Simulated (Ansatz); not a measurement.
# C₇H₇F: taking an electron away

The task here is to estimate one member of a computed series from the others.

Computed with Ansatz 0.2.0, Gaussian basis. Level: unrestricted cation, the program's frozen cores in correlated methods.

Levels to be run: UKS PBE-D4/def2-TZVPP; UKS r2SCAN-D4/def2-TZVPP; UKS PBE0-D4/def2-TZVPP; UKS B3LYP-D4/def2-TZVPP; UKS wB97X-V/def2-TZVPP; UKS wB97M-V/def2-TZVPP; UKS B2PLYP/def2-TZVPP; UHF-MP2/def2-TZVPP; UHF-MP2/def2-QZVPP; then −ε(HOMO) from the neutral's earlier runs with LDA (SPW92), PBE-D4, revPBE-D4, BLYP-D4, r2SCAN-D4, B97M-V, PBE0-D4, B3LYP-D4, r2SCANh-D4, r2SCAN0-D4, HSE06-D4, BHLYP-D4, CAM-B3LYP-D4, LC-ωPBE, ωB97X-V, ωB97M-V.

1 further run of the same task is left out (it didn't finish).

## Structure used throughout

All runs share one geometry, relaxed beforehand with PBE0-D4 in a triple-zeta def2 set.

15 atoms, charge 0, spin multiplicity 1.

Atoms are counted from 1 here; the program's logs count them from 0.

Bond lengths: C1–C2 1.499 Å, C1–H9 1.095 Å, C1–H10 1.092 Å, C1–H11 1.092 Å, C2–C3 1.392 Å, C2–C8 1.392 Å, C3–C4 1.386 Å, C3–H12 1.085 Å, C4–C5 1.380 Å, C4–H13 1.083 Å, C5–F6 1.341 Å, C5–C7 1.380 Å, C7–C8 1.386 Å, C7–H14 1.083 Å, C8–H15 1.085 Å. Angles: C2–C1–H9 111.1°, C2–C1–H10 111.4°, C2–C1–H11 111.4°, H9–C1–H10 107.4°, H9–C1–H11 107.4°, H10–C1–H11 108.1°, C1–C2–C3 121.0°, C1–C2–C8 121.0°, C3–C2–C8 118.0°, C2–C3–C4 121.5°, C2–C3–H12 119.4°, C4–C3–H12 119.1°, C3–C4–C5 118.6°, C3–C4–H13 121.7°, C5–C4–H13 119.7°, C4–C5–F6 119.1°, C4–C5–C7 121.8°, F6–C5–C7 119.1° and more.

Set-up of the first run:

Contents of in.yaml:

```yaml
crystal:
  periodic: [false, false, false]
  atoms:
    - {symbol: C, position_ang: [0.706643, -2.066741, 0.469171]}
    - {symbol: C, position_ang: [0.240183, -0.680866, 0.140506]}
    - {symbol: C, position_ang: [0.991810, 0.432939, 0.502920]}
    - {symbol: C, position_ang: [0.556483, 1.720514, 0.230360]}
    - {symbol: C, position_ang: [-0.650821, 1.886588, -0.417126]}
    - {symbol: F, position_ang: [-1.080243, 3.127175, -0.688778]}
    - {symbol: C, position_ang: [-1.425053, 0.809496, -0.797856]}
    - {symbol: C, position_ang: [-0.969228, -0.468607, -0.514664]}
    - {symbol: H, position_ang: [0.337745, -2.384205, 1.449514]}
    - {symbol: H, position_ang: [1.796323, -2.123408, 0.496882]}
    - {symbol: H, position_ang: [0.348203, -2.791369, -0.264227]}
    - {symbol: H, position_ang: [1.941649, 0.293352, 1.008500]}
    - {symbol: H, position_ang: [1.140759, 2.588863, 0.508666]}
    - {symbol: H, position_ang: [-2.364336, 0.977422, -1.310119]}
    - {symbol: H, position_ang: [-1.570115, -1.321120, -0.813759]}
basis:
  gaussian: {orbitals: def2-TZVPP}
total_charge: 1
magnetization: {spin_polarized: true, initial_magnetization: 1}
hamiltonian: {xc: pbe, dispersion: d4}
```

Run with:

```
ansatz run in.yaml --threads 2 --pin off --events-out ev --progress --plain --max-ram 32768MiB --backend cuda --devices 0, --max-vram 18GiB
```

Among the steps run: Cation, UKS PBE-D4/def2-TZVPP; Cation, UKS r2SCAN-D4/def2-TZVPP; Cation, UKS PBE0-D4/def2-TZVPP; Cation, UKS B3LYP-D4/def2-TZVPP; Cation, UKS wB97X-V/def2-TZVPP; Cation, UKS wB97M-V/def2-TZVPP; Cation, UKS B2PLYP (frozen core)/def2-TZVPP; Cation, UHF-MP2/def2-TZVPP; Cation, UHF-MP2/def2-QZVPP.

One table of the session follows, with a row left open; its other results are not shown here.

For comparison, −ε(HOMO) of the neutral from earlier runs:

| functional | −ε(HOMO) (eV) |
| --- | --- |
| LDA (SPW92) | 6.04 |
| PBE-D4 | 5.85 |
| revPBE-D4 | 5.77 |
| BLYP-D4 | 5.68 |
| r2SCAN-D4 | ? |
| B97M-V | 6.01 |
| PBE0-D4 | 6.88 |
| B3LYP-D4 | 6.68 |
| r2SCANh-D4 | 6.41 |
| r2SCAN0-D4 | 7.00 |
| HSE06-D4 | 6.49 |
| BHLYP-D4 | 7.74 |
| CAM-B3LYP-D4 | 8.10 |
| LC-ωPBE | 9.35 |
| ωB97X-V | 9.02 |
| ωB97M-V | 8.95 |

Q: Estimate the row for r2SCAN-D4 from the others.

Worked estimate for «−ε(HOMO) (eV)». Against the share of exact exchange, r2SCANh-D4 (0.1, 6.41), r2SCAN0-D4 (0.25, 7.00) give a slope of 3.93 per unit share; at 0 the line stands at 6.02.

The run gave: −ε(HOMO) (eV): 6.02. In «−ε(HOMO) (eV)» the line misses by 0.00.

Caveats from the session: The cation may have settled in a state other than its lowest; no search over hole states beyond the program's own was made.
